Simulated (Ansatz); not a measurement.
# F₂H₅NOSi₂: one species, many methods

An exercise on one series of results from a longer session: the logs are not shown, and one member is left open.

Method: functionals in def2-TZVPP, the program's frozen cores in correlated methods; program: Ansatz 0.2.0, Gaussian basis.

The runs, in order: LDA (SPW92), PBE-D4, revPBE-D4, BLYP-D4, r2SCAN-D4, B97M-V, PBE0-D4, B3LYP-D4, r2SCANh-D4, r2SCAN0-D4, HSE06-D4, BHLYP-D4, CAM-B3LYP-D4, LC-ωPBE, ωB97X-V, ωB97M-V, B2PLYP, PBE-QIDH; CCSD(T)/def2-SVP; CCSD(T)/def2-TZVPP; MP2/def2-QZVPP; extrapolation to the limit; RPA on PBE.

**Structure used throughout**

An earlier PBE0-D4 in a triple-zeta def2 set relaxation fixed the geometry.

SMILES `O[SiH](F)N[SiH2]F`, 11 atoms, charge 0, spin multiplicity 1.

Atoms are counted from 1 here; the program's logs count them from 0.

Bond lengths: O1–Si2 1.630 Å, O1–H7 0.958 Å, Si2–F3 1.587 Å, Si2–N4 1.712 Å, Si2–H8 1.475 Å, N4–Si5 1.712 Å, N4–H9 1.012 Å, Si5–F6 1.601 Å, Si5–H10 1.479 Å, Si5–H11 1.477 Å. Angles: Si2–O1–H7 117.8°, O1–Si2–F3 103.3°, O1–Si2–N4 112.5°, O1–Si2–H8 114.0°, F3–Si2–N4 111.0°, F3–Si2–H8 108.4°, N4–Si2–H8 107.6°, Si2–N4–Si5 128.5°, Si2–N4–H9 115.8°, Si5–N4–H9 115.7°, N4–Si5–F6 111.4°, N4–Si5–H10 109.7°, N4–Si5–H11 108.9°, F6–Si5–H10 106.2°, F6–Si5–H11 106.9°, H10–Si5–H11 113.7°.

Geometry (Å):

```xyz
11
F2H5NOSi2
O    -1.9306   -1.6082   -0.3393
Si   -0.3688   -1.3074    0.0155
F     0.4036   -2.4985   -0.6947
N     0.1584    0.2078   -0.5811
Si    0.9828    1.4536    0.2547
F    -0.0371    2.5460    0.8287
H    -2.5785   -0.9420   -0.1069
H    -0.0637   -1.3485    1.4578
H    -0.0602    0.3991   -1.5511
H     1.8759    2.1728   -0.6788
H     1.6837    0.8682    1.4158
```

The first run:

in.yaml reads:

```yaml
crystal:
  periodic: [false, false, false]
  atoms:
    - {symbol: O, position_ang: [-1.930600, -1.608196, -0.339284]}
    - {symbol: Si, position_ang: [-0.368764, -1.307434, 0.015496]}
    - {symbol: F, position_ang: [0.403618, -2.498519, -0.694741]}
    - {symbol: N, position_ang: [0.158351, 0.207842, -0.581138]}
    - {symbol: Si, position_ang: [0.982781, 1.453646, 0.254749]}
    - {symbol: F, position_ang: [-0.037144, 2.546005, 0.828737]}
    - {symbol: H, position_ang: [-2.578462, -0.941957, -0.106907]}
    - {symbol: H, position_ang: [-0.063671, -1.348485, 1.457750]}
    - {symbol: H, position_ang: [-0.060167, 0.399109, -1.551071]}
    - {symbol: H, position_ang: [1.875891, 2.172803, -0.678833]}
    - {symbol: H, position_ang: [1.683668, 0.868186, 1.415846]}
basis:
  gaussian: {orbitals: def2-TZVPP}
hamiltonian: {xc: lda}
output: {orbitals: {seedname: orbitals}}
```

The run is started by

```console
$ ansatz run in.yaml --threads 2 --pin off --events-out ev --progress --plain --max-ram 20480MiB --backend cuda --devices 0, --max-vram 18GiB
```

Steps of the session up to this table: LDA; PBE-D4 (GGA); revPBE-D4 (GGA); BLYP-D4 (GGA); r2SCAN-D4 (meta-GGA); B97M-V (meta-GGA); PBE0-D4 (hybrid); B3LYP-D4 (hybrid); r2SCANh-D4 (hybrid); r2SCAN0-D4 (hybrid); HSE06-D4 (hybrid); BHLYP-D4 (hybrid); CAM-B3LYP-D4 (range-separated); LC-ωPBE (range-separated); ωB97X-V (range-separated); ωB97M-V (range-separated); B2PLYP (double hybrid); PBE-QIDH (double hybrid).

One of the session's tables, all rows but one given; the rest of the session is left out.

It belongs to the step «Orbital energies across the functionals». 

| functional | HOMO (eV) | LUMO (eV) | gap (eV) |
| --- | --- | --- | --- |
| LDA (SPW92) | -7.48 | -0.67 | 6.80 |
| PBE-D4 | -7.27 | -0.46 | 6.80 |
| revPBE-D4 | -7.19 | -0.37 | 6.82 |
| BLYP-D4 | -7.12 | -0.44 | 6.68 |
| r2SCAN-D4 | -7.60 | 0.05 | 7.65 |
| B97M-V | ? | ? | ? |
| PBE0-D4 | -8.75 | 0.37 | 9.12 |
| B3LYP-D4 | -8.47 | 0.06 | 8.54 |
| r2SCANh-D4 | -8.15 | 0.32 | 8.47 |
| r2SCAN0-D4 | -8.99 | 0.71 | 9.69 |
| HSE06-D4 | -8.34 | 0.00 | 8.34 |
| BHLYP-D4 | -10.12 | 1.04 | 11.17 |
| CAM-B3LYP-D4 | -10.18 | 1.19 | 11.37 |
| LC-ωPBE | -11.61 | 2.48 | 14.08 |
| ωB97X-V | -11.21 | 2.28 | 13.50 |
| ωB97M-V | -11.13 | 1.83 | 12.96 |

**Question.** Estimate the row for B97M-V.

As computed: HOMO (eV): -7.71; LUMO (eV): -0.30; gap (eV): 7.42. In the column «HOMO (eV)» it lies between r2SCANh-D4 (-8.15) and r2SCAN-D4 (-7.60).
